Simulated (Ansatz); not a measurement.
CsYbCl3:

```
CELL_PARAMETERS angstrom
5.42572 0.00000 0.00000
0.00000 5.42572 0.00000
0.00000 0.00000 5.42572
ATOMIC_POSITIONS crystal
Yb 0.50000 0.50000 0.50000
Cs 0.00000 0.00000 0.00000
Cl 0.00000 0.50000 0.50000
Cl 0.50000 0.00000 0.50000
Cl 0.50000 0.50000 0.00000
```

The cell comes from a database or a generator and needn't be the stable form of this composition.

```yaml
Program: Ansatz 0.2.0
Task: relaxation of cell and atoms
Functional: revPBE
Potentials_or_basis: Ansatz PAW
Cutoff: 420 eV
Density_cutoff: 1680 eV
k_mesh: 5 × 5 × 5
Occupations: fermi-dirac, width 0.025 eV
Spin: collinear spin, ferromagnetic start
Starting_moments: "[1.0, 0.0, 0.0, 0.0, 0.0] μB"
Hubbard_terms: Yb f U = 8 eV
```

At the start: volume 31.95 Å³/atom.

Question: How do energy, volume and symmetry change on relaxing?

Answer: Over 6 steps the energy falls by 27.4 meV/atom and the volume is 35.53 Å³/atom (+11.2 %); space group Pm-3m (No. 221, to 0.05 Å); moment 0.00 μB per cell.

Step by step:
| step | energy change (eV) | largest force (eV/Å) | volume (Å³) |
| --- | --- | --- | --- |
| 1 | 0.0000 | 0.0000 | 159.73 |
| 2 | -0.1163 | 0.0000 | 170.58 |
| 3 | -0.1338 | 0.0000 | 176.44 |
| 4 | -0.1342 | 0.0000 | 177.65 |
| 5 | -0.1370 | 0.0000 | 177.65 |
| 6 | -0.1370 | 0.0000 | 177.65 |

Final structure:
```
Yb Cs Cl
1.0
     5.62157    0.00000    0.00000
     0.00000    5.62157    0.00000
     0.00000    0.00000    5.62157
Yb Cs Cl
1 1 3
Direct
  0.50000 0.50000 0.50000
  0.00000 0.00000 0.00000
  0.00000 0.50000 0.50000
  0.50000 0.00000 0.50000
  0.50000 0.50000 0.00000
```

Caveat: the potentials were made for another functional, which shifts forces and pressure; the magnetic or orbital state may not be the lowest; the starting moments weren't kept.
